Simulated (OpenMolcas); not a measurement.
**One shape, several levels: singlet InCl2O−**

We compute a comparison of 6 runs (HF/STO-3G, BHLYP/def2-SVPD, BLYP/def2-SVPD, M06-L/def2-SVPD, PBE/def2-SVPD, revPBE/def2-SVPD) of singlet InCl2O−. 

The calculation is run with OpenMolcas 26.06.

1 further run of the same task is left out (it didn't finish).

### Step 1. The system as given

InCl2O−: 4 atoms, total charge -1, spin state singlet. SMILES of the parent species: `[O][In]([Cl])[Cl]`. Geometry: relaxed at PBE0-D4/def2-TZVP. That shape belongs to the parent species and isn't relaxed for this state.

Bond lengths: O1–In2 1.989 Å, In2–Cl3 2.293 Å, In2–Cl4 2.293 Å. Angles: O1–In2–Cl3 119.2°, O1–In2–Cl4 119.2°, Cl3–In2–Cl4 121.6°.

### Step 2. The energy at HF/STO-3G (run 1)

Input file struct.xyz:

```xyz
4

O      0.606300     1.014000     1.667600
In     0.031700     0.016000     0.045400
Cl     0.741600    -2.145000    -0.248200
Cl    -1.324100     1.054700    -1.485200
```

Input file job.inp:

```
* Cl2InO Hartree-Fock
>>> EXPORT MOLCAS_PRINT=2
&GATEWAY
BasLib
$CurrDir
Coord
struct.xyz
Basis
STO-3G
Group
NoSym
&SEWARD
&SCF
Charge
-1
Thresholds
1e-10 1e-07 1e-07 1e-05
PrOrbitals
1 1
```

The basis set STO-3G is read from a file made from the Basis Set Exchange's data (not shown).

Command:

```bash
$ export MOLCAS_MEM=1860
$ pymolcas job.inp > job.log
```

What it wrote:

```text
--- Start Module: gateway ---
[...]
--- Stop Module: gateway /rc=_RC_ALL_IS_WELL_ ---
--- Start Module: seward ---
[...]
      Basis functions           50
--- Stop Module: seward /rc=_RC_ALL_IS_WELL_ ---
[...]
--- Start Module: scf ---
[...]
       Convergence after  19 Iterations
[...]
::    Total SCF energy                              -6665.8708035335
[...]
      Total spin, S                                     0.0000000000
[...]
      Total electronic charge=   92.000000
      Total            charge=   -1.000000
[...]
      Dipole Moment (debye):
      Origin of the operator (angstrom)=   -0.0350   -0.0999   -0.1430
                   X= -6.2814E-01               Y= -1.0903E+00               Z= -1.7726E+00           Total=  2.1738E+00
      Center of Charge (angstrom)
[...]
--- Stop Module: scf /rc=_RC_ALL_IS_WELL_ ---
[...]
```

It took 3.6 s on 1 thread of Intel Xeon Platinum 8259CL at 2.50GHz (Skylake/Cascade Lake), shared host; peak memory 0.38 GiB.

### Step 3. The energy at BHLYP/def2-SVPD (core potential) (run 2)

Input file calc.inp:

```
* Cl2InO Kohn-Sham DFT

&GATEWAY
  BasLib = $CurrDir
  Coord
  4
  angstrom
  O        0.606300       1.014000       1.667600
  In       0.031700       0.016000       0.045400
  Cl       0.741600      -2.145000      -0.248200
  Cl      -1.324100       1.054700      -1.485200
  Basis = def2-SVPD
  Group = NoSym

&SEWARD
  GridInput
  Grid=UltraFine
  End of Grid

&SCF
  Charge = -1
  KSDFT = HYB_GGA_XC_BHANDHLYP
  Thresholds = 1e-10 1e-07 1e-07 1e-05
  PrOrbitals = 0
```

The basis set def2-SVPD is read from a file made from the Basis Set Exchange's data (not shown).

Command:

```bash
$ export MOLCAS_MEM=1860
$ pymolcas calc.inp > calc.log
```

What it wrote:

```text
--- Start Module: gateway ---
[...]
--- Stop Module: gateway /rc=_RC_ALL_IS_WELL_ ---
--- Start Module: seward ---
[...]
      Basis functions          109
--- Stop Module: seward /rc=_RC_ALL_IS_WELL_ ---
[...]
--- Start Module: scf ---
[...]
       Convergence after  21 Iterations
[...]
::    Total KS-DFT energy                           -1185.4364134696
[...]
      Total spin, S                                     0.0000000000
[...]
      Total electronic charge=   64.000000
      Total            charge=   -1.000000
[...]
      Dipole Moment (debye):
      Origin of the operator (angstrom)=   -0.0350   -0.0999   -0.1430
                   X= -1.5063E+00               Y= -2.6153E+00               Z= -4.2515E+00           Total=  5.2138E+00
      Center of Charge (angstrom)
[...]
--- Stop Module: scf /rc=_RC_ALL_IS_WELL_ ---
[...]
```

Run time: 44 s. Hardware: 1 thread of Intel Xeon Platinum 8259CL at 2.50GHz (Skylake/Cascade Lake), shared host; peak memory 0.64 GiB.

Runs 3 to 5 aren't shown in full; the table further down has their settings and results.

### Step 4. The energy at revPBE/def2-SVPD (core potential) (run 6)

Input file mol.input:

```
* Cl2InO Kohn-Sham DFT
>>> EXPORT MOLCAS_PRINT=2

&GATEWAY
 BASLIB=$CurrDir
 COORD
 4
 angstrom
 O        0.606300       1.014000       1.667600
 In       0.031700       0.016000       0.045400
 Cl       0.741600      -2.145000      -0.248200
 Cl      -1.324100       1.054700      -1.485200
 BASIS=def2-SVPD
 GROUP=NoSym

&SEWARD
 GRIDINPUT
 Grid=UltraFine
 End of Grid

&SCF
 CHARGE=-1
 KSDFT=revPBE
 THRESHOLDS=1e-10 1e-07 1e-07 1e-05
 PRORBITALS=1 2
```

The basis set def2-SVPD is read from a file made from the Basis Set Exchange's data (not shown).

Command:

```bash
$ export MOLCAS_MEM=1860
$ pymolcas mol.input > mol.log
```

What it wrote:

```text
--- Start Module: gateway ---
[...]
--- Stop Module: gateway /rc=_RC_ALL_IS_WELL_ ---
--- Start Module: seward ---
[...]
      Basis functions          109
--- Stop Module: seward /rc=_RC_ALL_IS_WELL_ ---
[...]
--- Start Module: scf ---
[...]
       Convergence after  25 Iterations
[...]
::    Total KS-DFT energy                           -1185.4250922830
[...]
      Total spin, S                                     0.0000000000
[...]
      Total electronic charge=   64.000000
      Total            charge=   -1.000000
[...]
      Dipole Moment (debye):
      Origin of the operator (angstrom)=   -0.0350   -0.0999   -0.1430
                   X= -1.2458E+00               Y= -2.1629E+00               Z= -3.5162E+00           Total=  4.3121E+00
      Center of Charge (angstrom)
[...]
--- Stop Module: scf /rc=_RC_ALL_IS_WELL_ ---
[...]
```

It took 53 s on 1 thread of Intel Xeon Platinum 8259CL at 2.50GHz (Skylake/Cascade Lake), shared host; peak memory 0.64 GiB.

### Step 5. Overview of the runs

| run | level | integration grid | energy (Eh) | HOMO energy (eV) | LUMO energy (eV) | HOMO–LUMO gap (eV) | wall time |
| --- | --- | --- | --- | --- | --- | --- | --- |
| 1 | HF/STO-3G | – | -6665.870804 | 0.87 | 12.12 | 11.25 | 3.6 s |
| 2 | BHLYP/def2-SVPD (core potential) | UltraFine | -1185.436413 | -2.96 | 2.85 | 5.81 | 44 s |
| 3 | BLYP/def2-SVPD (core potential) | UltraFine | -1185.512012 | -0.12 | 1.54 | 1.66 | 50 s |
| 4 | M06-L/def2-SVPD (core potential) | UltraFine | -1185.703490 | -0.09 | 2.07 | 2.16 | 61 s |
| 5 | PBE/def2-SVPD (core potential) | UltraFine | -1185.120415 | -0.20 | 1.49 | 1.69 | 49 s |
| 6 | revPBE/def2-SVPD (core potential) | UltraFine | -1185.425092 | -0.11 | 1.57 | 1.68 | 53 s |

### Step 6. Summary of results

```
                                                    quantity           value
                                         run 6: total energy  -1185.42509 Eh
                                          run 6: HOMO energy        -0.11 eV
                                          run 6: LUMO energy         1.57 eV
run 6: HOMO–LUMO gap (to an unbound level, set by the basis)         1.68 eV
```

The HOMO–LUMO gap runs from 1.66 eV (BLYP/def2-SVPD) to 11.25 eV (HF/STO-3G). The two ends differ in method and basis and core potential. The empty levels of an anion lie above zero and hang on the basis. Totals of different functionals can't be ranked against each other. Some runs of one species differ in core potentials or relativity; totals across that change don't compare. In run 1 the HOMO lies above zero, so the outermost electron may be held by the basis alone. In run 1 the basis is minimal, so the values are rough. In run 1 relativity is left out where basis or elements ask for it. All runs together took 4.3 min, the longest 61 s.
